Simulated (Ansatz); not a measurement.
# Si2Ni: a run for elastic constants

The task is a run for elastic constants on Si2Ni. The structure is shown as the input types it.

Method: DFT, LDA, all-electron LAPW, scalar-relativistic; elastic constants from stresses of strained cells, computed with Ansatz 0.2.0.

## (1) Input and run

input.yaml

```yaml
crystal:
  lattice:
    - [0.0, 2.67564544208, 2.67564544208]
    - [2.67564544208, 0.0, 2.67564544208]
    - [2.67564544208, 2.67564544208, 0.0]
  atoms:
    - { symbol: si, position: [0.25, 0.25, 0.25] }
    - { symbol: Si, position: [0.75, 0.75, 0.75] }
    - { symbol: Ni, position: [0.0, 0.0, 0.0] }
kpoints:
  mp_grid: { grid: [10, 10, 10] }
scf:
  occupations: { method: fermi_dirac, width: 0.1 }
  max_iter: 60
hamiltonian:
  xc: lda
  pseudopotentials: { kind: all_electron, lapw: { basis_error: 0.001 } }
elastic:
  mode: relaxed_ion
  stencil: two_point
  amplitude: 0.005
```

Command:

```console
$ ansatz run input.yaml --threads 1 --pin off --max-ram 3072MiB --backend cpu --events-out ev --progress --plain --runs-dir out
```

**Question.** How will this run end, and is anything wrong with its input?

The run ended at the input check. It says: «line 7 column 17: `si` is not an element symbol (H … Og, case-exact)»

The element symbol can't be resolved, so no basis or potential can be found for that atom.

Fix: write the element's symbol correctly.
